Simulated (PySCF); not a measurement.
**InF (SMILES [F][In]) at r2SCAN/def2-TZVPP (core potential)**

Aim: the vertical singlet–triplet gap of InF at r2SCAN/def2-TZVPP (core potential), from 2 runs. Input form: a Python script.

The results are computed with PySCF 2.14.0.

4 further runs of the same task are left out: 4 set aside as unsound or not needed.

### 1 The molecule

The species is InF (2 atoms), meant as a singlet with charge 0. As SMILES, `[F][In]`. Geometry: relaxed at PBE0-D4/def2-TZVP.

Bond lengths: F1–In2 1.994 Å.

### 2 A single-point energy at r2SCAN/def2-TZVPP (core potential)

The input, input.xyz:

```xyz
2

F      0.000000     0.000000     0.015910
In     0.000000     0.000000     2.009580
```

The input, calc.py:

```python
from pyscf import gto, dft

molecule = gto.M(
    atom='input.xyz',
    ecp={'In': 'def2-svp'},
    spin=0,
    max_memory=1860,
    verbose=3,
    charge=0,
    basis='def2-tzvpp',
)

ks = dft.RKS(molecule)
ks.xc = 'r2scan'
ks.grids.level = 5
ks.conv_tol = 1e-10
ks.kernel()
if not ks.converged:
    ks = ks.newton().run(ks.mo_coeff, ks.mo_occ)

etot = ks.e_tot
print(f'total energy: {etot:.8f} hartree')
```

The run is started by

```
OMP_NUM_THREADS=1 python calc.py
```

Standard output:

```text
converged SCF energy = -290.114376942043
total energy: -290.11437694 hartree
```

Wall time 13 s (1 thread of Arm Neoverse V1, shared host); peak memory 0.41 GiB.

### 3 The triplet at the same level

The input, calc.py:

```python
from pyscf import gto, dft

mol = gto.Mole()
mol.atom = '''
F      0.000000     0.000000     0.030066
In     0.000000     0.000000     3.797556
'''
mol.max_memory = 1860
mol.unit = 'bohr'
mol.basis = 'def2-tzvpp'
mol.ecp = {'In': 'def2-svp'}
mol.verbose = 3
mol.spin = 2
mol.build()

myscf = dft.UKS(mol)
myscf.xc = 'r2scan'
myscf.grids.level = 5
myscf.conv_tol = 1e-10
myscf.kernel()
if not myscf.converged:
    myscf = myscf.newton().run(myscf.mo_coeff, myscf.mo_occ)

etot = myscf.e_tot
print('E(%s) = %.9f' % ('R2SCAN', etot))
```

The run is started by

```
OMP_NUM_THREADS=1 python calc.py
```

Standard output:

```text
WARN: HOMO -0.492053191463774 >= LUMO -0.735645745743948

WARN: HOMO -0.0117792875918924 >= LUMO -0.0797324097190817

WARN: HOMO -0.108036230855668 >= LUMO -0.207958762904504

WARN: HOMO -0.116499746283804 >= LUMO -0.230152175583939

WARN: HOMO -0.126682503927372 >= LUMO -0.227425168284132

WARN: HOMO -0.128514695356967 >= LUMO -0.229472222089075

WARN: HOMO -0.129097599181639 >= LUMO -0.229890674847116

WARN: HOMO -0.129063325411807 >= LUMO -0.229720133672288

WARN: HOMO -0.129035407818732 >= LUMO -0.229680498791947

WARN: HOMO -0.129052255742478 >= LUMO -0.229695913982859

WARN: HOMO -0.129049872528243 >= LUMO -0.229694482623781

WARN: HOMO -0.129050428974962 >= LUMO -0.229694774041761

WARN: HOMO -0.129050379054575 >= LUMO -0.229694821826222

WARN: HOMO -0.129050354358595 >= LUMO -0.229694834570914

WARN: HOMO -0.12905069171724 >= LUMO -0.229694991659834

WARN: HOMO -0.129052685094153 >= LUMO -0.229695114328347

WARN: HOMO -0.129052947158274 >= LUMO -0.229695060012691

WARN: HOMO -0.129051789110589 >= LUMO -0.229694877808988

WARN: HOMO -0.129052050344881 >= LUMO -0.229695068067404

WARN: HOMO -0.129050844180878 >= LUMO -0.229695013378155

WARN: HOMO -0.129050835732455 >= LUMO -0.22969501068966

converged SCF energy = -289.979717937831  <S^2> = 2.0047138  2S+1 = 3.0031409
E(R2SCAN) = -289.979717938
```

Wall time 38 s (1 thread of Arm Neoverse V1, shared host); peak memory 0.43 GiB.

### 4 Outcome

Level: r2SCAN/def2-TZVPP (core potential).

| quantity | value |
| --- | --- |
| singlet: total energy | -290.11438 Eh |
| singlet: dipole moment | 3.04 D |
| singlet: HOMO energy | -6.74 eV |
| singlet: LUMO energy | -2.01 eV |
| singlet: HOMO–LUMO gap | 4.72 eV |
| triplet: total energy | -289.97972 Eh |
| triplet: dipole moment | 2.75 D |
| triplet: HOMO energy (highest over α and β) | -3.51 eV |
| triplet: ⟨S²⟩ | 2.005 |
| vertical energy of the triplet above the singlet | 3.664 eV |

At this shape the triplet lies 3.66 eV (354 kJ/mol) above the singlet.
